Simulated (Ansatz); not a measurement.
# NiRuC4N4: the cost of one run

Program: Ansatz 0.2.0. Level of theory: DFT PBE, scalar-relativistic, plane waves, PAW. These are calculated values, not measurements.

## Step 1: The starting structure

Symmetry: P4/mmm, No. 123, tetragonal system. The conventional cell has a = 7.175 Å, b = 7.175 Å, c = 4.263 Å, α = 90.00°, β = 90.00°, γ = 90.00°. Ni (site symmetry 4/mmm) is surrounded by 4 N at 2.01 Å. Ru (site symmetry 4/mmm) has 4 C at 1.90 Å as nearest neighbours. C (site symmetry m2m) has 1 N at 1.17 Å as nearest neighbours. N (site symmetry m2m) is surrounded by 1 C at 1.17 Å.

As a file:

```cif
data_structure
_symmetry_space_group_name_H-M 'P 1'
_symmetry_Int_Tables_number 1
_cell_length_a 7.1750
_cell_length_b 7.1750
_cell_length_c 4.2631
_cell_angle_alpha 90.000
_cell_angle_beta 90.000
_cell_angle_gamma 90.000
_cell_volume 219.47
loop_
_atom_site_label
_atom_site_type_symbol
_atom_site_fract_x
_atom_site_fract_y
_atom_site_fract_z
_atom_site_occupancy
Ni1 Ni 0.50000 0.50000 0.00000 1
Ru1 Ru 0.00000 0.00000 0.00000 1
C1 C 0.18685 0.81315 0.00000 1
C2 C 0.81315 0.18685 0.00000 1
C3 C 0.18685 0.18685 0.00000 1
C4 C 0.81315 0.81315 0.00000 1
N1 N 0.30216 0.69784 0.00000 1
N2 N 0.69784 0.30216 0.00000 1
N3 N 0.30216 0.30216 0.00000 1
N4 N 0.69784 0.69784 0.00000 1
```

The cell is invented: stacked square cyanide-bridged sheets (P4/mmm, No. 123). The dimensions are guesses.

## Step 2: The guess as it stands, on a coarse mesh

Contents of input.yaml:

```yaml
crystal:
  lattice:
    - [7.17501251, 0.0, 0.0]
    - [0.0, 7.17501251, 0.0]
    - [0.0, 0.0, 4.26308361]
  atoms:
    - { symbol: Ni, position: [0.5, 0.5, 0.0], spin: 2.0 }
    - { symbol: Ru, position: [0.0, 0.0, 0.0], spin: 1.0 }
    - { symbol: C, position: [0.18685326, 0.81314674, 0.0] }
    - { symbol: C, position: [0.81314674, 0.18685326, 0.0] }
    - { symbol: C, position: [0.18685326, 0.18685326, 0.0] }
    - { symbol: C, position: [0.81314674, 0.81314674, 0.0] }
    - { symbol: "N", position: [0.30215827, 0.69784173, 0.0] }
    - { symbol: "N", position: [0.69784173, 0.30215827, 0.0] }
    - { symbol: "N", position: [0.30215827, 0.30215827, 0.0] }
    - { symbol: "N", position: [0.69784173, 0.69784173, 0.0] }
basis:
  ecutwfc: 420
kpoints:
  mp_grid: { grid: [4, 4, 4] }
hamiltonian:
  xc: pbe
scf:
  occupations: { method: gaussian, width: 0.1 }
  lower_state_search: "off"
output:
  forces: true
  stress: true
  eigenvalues: true
  populations: true
magnetization:
  spin_polarized: true
```

The run is started by

```
$ ansatz run input.yaml --threads 1 --pin off --max-ram 2560MiB --backend cpu --events-out ev --progress --plain --runs-dir out
```

**Question.** How long does this run take on 1 thread of Arm Neoverse V2, shared host, and how much memory does it need?

About 52 s, with a peak of 0.63 GiB.
